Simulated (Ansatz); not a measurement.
**CH₉NSi₂: one species, many methods**

One table from this session's results is given with a row withheld; the runs are named, their logs left out.

Program: Ansatz 0.2.0, Gaussian basis. Level of theory: functionals in def2-TZVPP, the program's frozen cores in correlated methods. These are calculated values, not measurements.

Levels to be run: LDA (SPW92), PBE-D4, revPBE-D4, BLYP-D4, r2SCAN-D4, B97M-V, PBE0-D4, B3LYP-D4, r2SCANh-D4, r2SCAN0-D4, HSE06-D4, BHLYP-D4, CAM-B3LYP-D4, LC-ωPBE, ωB97X-V, ωB97M-V, B2PLYP, PBE-QIDH; CCSD(T)/def2-SVP; CCSD(T)/def2-TZVPP; MP2/def2-QZVPP; extrapolation to the limit; RPA on PBE.

## Structure used throughout

All runs share one geometry, relaxed beforehand with PBE0-D4 in a triple-zeta def2 set.

SMILES `CN[SiH2][SiH3]`, 13 atoms, charge 0, spin multiplicity 1.

Atoms are counted from 1 here; the program's logs count them from 0.

Bond lengths: C1–N2 1.448 Å, C1–H5 1.093 Å, C1–H6 1.093 Å, C1–H7 1.098 Å, N2–Si3 1.722 Å, N2–H8 1.008 Å, Si3–Si4 2.354 Å, Si3–H9 1.489 Å, Si3–H10 1.491 Å, Si4–H11 1.491 Å, Si4–H12 1.490 Å, Si4–H13 1.490 Å. Angles: N2–C1–H5 109.5°, N2–C1–H6 110.8°, N2–C1–H7 113.9°, H5–C1–H6 107.0°, H5–C1–H7 107.4°, H6–C1–H7 108.0°, C1–N2–Si3 122.6°, C1–N2–H8 113.6°, Si3–N2–H8 117.2°, N2–Si3–Si4 115.3°, N2–Si3–H9 107.1°, N2–Si3–H10 108.4°, Si4–Si3–H9 108.8°, Si4–Si3–H10 107.5°, H9–Si3–H10 109.7°, Si3–Si4–H11 110.9°, Si3–Si4–H12 110.9°, Si3–Si4–H13 111.2° and more.

The first run:

in.yaml reads:

```yaml
crystal:
  periodic: [false, false, false]
  atoms:
    - {symbol: C, position_ang: [-0.537308, 1.715620, -0.830483]}
    - {symbol: N, position_ang: [-0.739342, 1.081088, 0.454810]}
    - {symbol: Si, position_ang: [0.356084, -0.081874, 1.096899]}
    - {symbol: Si, position_ang: [0.581879, -2.055373, -0.167056]}
    - {symbol: H, position_ang: [0.528129, 1.913981, -0.975488]}
    - {symbol: H, position_ang: [-1.050131, 2.680542, -0.871177]}
    - {symbol: H, position_ang: [-0.878055, 1.113129, -1.683115]}
    - {symbol: H, position_ang: [-1.709552, 0.991963, 0.712301]}
    - {symbol: H, position_ang: [-0.130423, -0.436613, 2.458359]}
    - {symbol: H, position_ang: [1.705697, 0.545499, 1.192559]}
    - {symbol: H, position_ang: [1.019948, -1.748029, -1.558371]}
    - {symbol: H, position_ang: [-0.716208, -2.782892, -0.252294]}
    - {symbol: H, position_ang: [1.589584, -2.971842, 0.437955]}
basis:
  gaussian: {orbitals: def2-TZVPP}
hamiltonian: {xc: lda}
output: {orbitals: {seedname: orbitals}}
```

Steps of the session up to this table: LDA; PBE-D4 (GGA); revPBE-D4 (GGA); BLYP-D4 (GGA); r2SCAN-D4 (meta-GGA); B97M-V (meta-GGA); PBE0-D4 (hybrid); B3LYP-D4 (hybrid); r2SCANh-D4 (hybrid); r2SCAN0-D4 (hybrid); HSE06-D4 (hybrid); BHLYP-D4 (hybrid); CAM-B3LYP-D4 (range-separated); LC-ωPBE-D4 (range-separated; the results give it without D4); ωB97X-V (range-separated); ωB97M-V (range-separated); B2PLYP (double hybrid); PBE-QIDH (double hybrid).

One of the session's tables, all rows but one given; the rest of the session is left out.

It belongs to the step «Frontier levels by functional». 

```
  functional  HOMO (eV)  gap (eV)
 LDA (SPW92)      -5.43      4.34
      PBE-D4      -5.34      4.45
   revPBE-D4      -5.30      4.51
     BLYP-D4      -5.22      4.49
   r2SCAN-D4      -5.58      5.01
      B97M-V          ?         ?
     PBE0-D4      -6.59      6.54
    B3LYP-D4      -6.39      6.15
  r2SCANh-D4      -6.05      5.76
  r2SCAN0-D4      -6.76      6.89
    HSE06-D4      -6.19      5.77
    BHLYP-D4      -7.76      8.58
CAM-B3LYP-D4      -7.91      8.88
     LC-ωPBE      -9.22     11.33
     ωB97X-V      -8.90     10.85
     ωB97M-V      -8.77     10.40
```

**Question.** Estimate the row for B97M-V.

**Answer.** HOMO (eV): -5.76; gap (eV): 4.93. In the column «HOMO (eV)» it lies between r2SCANh-D4 (-6.05) and r2SCAN-D4 (-5.58).
